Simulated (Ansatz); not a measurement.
**CH₄BFN₂: up Jacob's ladder to CCSD(T)**

An exercise on one series of results from a longer session: the logs are not shown, and one member is left open.

The runs use Ansatz 0.2.0, Gaussian basis; functionals in def2-TZVPP, the program's frozen cores in correlated methods.

The runs, in order: LDA (SPW92), PBE-D4, revPBE-D4, BLYP-D4, r2SCAN-D4, B97M-V, PBE0-D4, B3LYP-D4, r2SCANh-D4, r2SCAN0-D4, HSE06-D4, BHLYP-D4, CAM-B3LYP-D4, LC-ωPBE, ωB97X-V, ωB97M-V, B2PLYP, PBE-QIDH; CCSD(T)/def2-SVP; CCSD(T)/def2-TZVPP; MP2/def2-QZVPP; extrapolation to the limit; RPA on PBE.

### Structure used throughout

The geometry comes from an earlier relaxation with PBE0-D4 in a triple-zeta def2 set; it is a stationary point, not always the lowest conformer.

SMILES `N/C=N/BF`, 9 atoms, charge 0, spin multiplicity 1.

Atoms are counted from 1 here; the program's logs count them from 0.

Bond lengths: N1–C2 1.336 Å, N1–H6 1.007 Å, N1–H7 1.003 Å, C2–N3 1.281 Å, C2–H8 1.100 Å, N3–B4 1.416 Å, B4–F5 1.329 Å, B4–H9 1.208 Å. Angles: C2–N1–H6 118.7°, C2–N1–H7 121.7°, H6–N1–H7 119.6°, N1–C2–N3 122.7°, N1–C2–H8 113.5°, N3–C2–H8 123.8°, C2–N3–B4 116.7°, N3–B4–F5 119.6°, N3–B4–H9 123.7°, F5–B4–H9 116.7°.

The first run:

in.yaml reads:

```yaml
crystal:
  periodic: [false, false, false]
  atoms:
    - {symbol: N, position_ang: [-1.416980, 0.099452, 1.060575]}
    - {symbol: C, position_ang: [-0.361844, -0.217444, 0.304391]}
    - {symbol: N, position_ang: [0.329772, 0.660779, -0.321627]}
    - {symbol: B, position_ang: [1.420390, 0.182394, -1.087820]}
    - {symbol: F, position_ang: [2.181346, 1.044078, -1.755638]}
    - {symbol: H, position_ang: [-1.680875, 1.067551, 1.141775]}
    - {symbol: H, position_ang: [-1.947228, -0.600872, 1.544083]}
    - {symbol: H, position_ang: [-0.150896, -1.296786, 0.275944]}
    - {symbol: H, position_ang: [1.714816, -0.985453, -1.178682]}
basis:
  gaussian: {orbitals: def2-TZVPP}
hamiltonian: {xc: lda}
output: {orbitals: {seedname: orbitals}}
```

The run is started by

```console
ansatz run in.yaml --threads 2 --pin off --events-out ev --progress --plain --max-ram 4352MiB
```

Steps of the session up to this table: LDA; PBE-D4 (GGA); revPBE-D4 (GGA); BLYP-D4 (GGA); r2SCAN-D4 (meta-GGA); B97M-V (meta-GGA); PBE0-D4 (hybrid); B3LYP-D4 (hybrid); r2SCANh-D4 (hybrid); r2SCAN0-D4 (hybrid); HSE06-D4 (hybrid); BHLYP-D4 (hybrid); CAM-B3LYP-D4 (range-separated); LC-ωPBE (range-separated); ωB97X-V (range-separated); ωB97M-V (range-separated); B2PLYP (double hybrid); PBE-QIDH (double hybrid).

One of the session's tables, all rows but one given; the rest of the session is left out.

It belongs to the step «Frontier levels by functional». 

| functional | HOMO (eV) | gap (eV) |
| --- | --- | --- |
| LDA (SPW92) | -6.05 | 4.11 |
| PBE-D4 | ? | ? |
| revPBE-D4 | -5.84 | 4.31 |
| BLYP-D4 | -5.82 | 4.31 |
| r2SCAN-D4 | -6.19 | 4.81 |
| B97M-V | -6.35 | 5.06 |
| PBE0-D4 | -7.36 | 6.74 |
| B3LYP-D4 | -7.14 | 6.28 |
| r2SCANh-D4 | -6.73 | 5.73 |
| r2SCAN0-D4 | -7.56 | 7.11 |
| HSE06-D4 | -6.95 | 5.95 |
| BHLYP-D4 | -8.79 | 9.31 |
| CAM-B3LYP-D4 | -8.81 | 9.31 |
| LC-ωPBE | -10.12 | 11.80 |
| ωB97X-V | -9.80 | 11.45 |
| ωB97M-V | -9.73 | 11.23 |

**Question.** Estimate the row for PBE-D4.

As computed: HOMO (eV): -5.90; gap (eV): 4.26. In the column «HOMO (eV)» it lies between LDA (SPW92) (-6.05) and revPBE-D4 (-5.84).
